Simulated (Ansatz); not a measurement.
Mg2Zn, space group P6_3/mmc: a comparison of functionals at one structure, run with Ansatz 0.2.0, Python API.

`xc.py`
```python
# -*- coding: utf-8 -*-
"""Functional comparison for Mg2Zn (totals differ with the potentials too)."""

import ansatz as az
from pymatgen.core import Lattice, Structure
from pymatgen.io.ase import AseAtomsAdaptor

pmg_structure = Structure(
    Lattice([(3.0882, 0.0, 0.0), (-1.5441, 2.67446, 0.0), (0.0, 0.0, 14.526551)]),
    ["Mg", "Mg", "Mg", "Mg", "Zn", "Zn"],
    [
        (1 / 3, 2 / 3, 0.408177),
        (1 / 3, 2 / 3, 0.091823),
        (2 / 3, 1 / 3, 0.908177),
        (2 / 3, 1 / 3, 0.591823),
        (2 / 3, 1 / 3, 0.25),
        (1 / 3, 2 / 3, 0.75),
    ],
)
mg2zn = az.Crystal.from_ase(AseAtomsAdaptor.get_atoms(pmg_structure))

job = (
    mg2zn.calculation()
    .basis(600)
    .kpoints(9, 9, 2)
    .occupations("fermi_dirac", width=0.15)
    .scf(tolerance=1e-10)
    .stress()
)

rows = []
for value in ["r2scan", "pbesol", "blyp"]:
    rep = job.functional(value).run(threads=1, backend="cpu").report
    rows.append((value, rep["free_energy_ev"] / len(rep["lattice"]["sites"]), rep["n_iterations"], sum(rep["stress_gpa"][i][i] for i in range(3)) / 3, rep["n_kpoints"]))

print("  functional   F/atom (eV)    iterations       P (GPa)      k-points")
for row in rows:
    print(f"{str(row[0]):>12s}  {row[1]:12.5f}  {row[2]:12d}  {row[3]:12.3f}  {row[4]:12d}")
```

Rank the functionals by the pressure that they give at this structure. What does the order say about their lattices?

From lowest to highest: PBEsol (-1.3 GPa), r2SCAN (-1.1 GPa) and BLYP (1.9 GPa). At a fixed cell a lower pressure usually means a smaller equilibrium volume, so PBEsol prefers the smallest cell and BLYP the largest.

The output:

```console
$ python xc.py
  functional   F/atom (eV)    iterations       P (GPa)      k-points
      r2scan   -2392.81318            11        -1.132            24
      pbesol   -2368.32070            10        -1.318            24
        blyp   -2394.03376            11         1.903            24
```

Caveats:
- BLYP can be off by several per cent in the lattices of metals, and by several GPa in the pressure at a fixed cell.
- For a metal this k-point mesh is coarse: on a finer one energies can move by several to tens of meV an atom and pressures by half a GPa or more, differences at one mesh by less.
- A Fermi-Dirac width this large means warm electrons, whose thermal share enters the free energy.
- Pressure is positive in compression.
- This cell is a computed structure, which may not be the phase found in nature.
- Total energies of different functionals can't be compared; pressures, moments and gaps at this one structure can.
- The whole script took 45 s on 1 thread of Arm Neoverse V1 (shared host), peak memory 0.88 GiB.
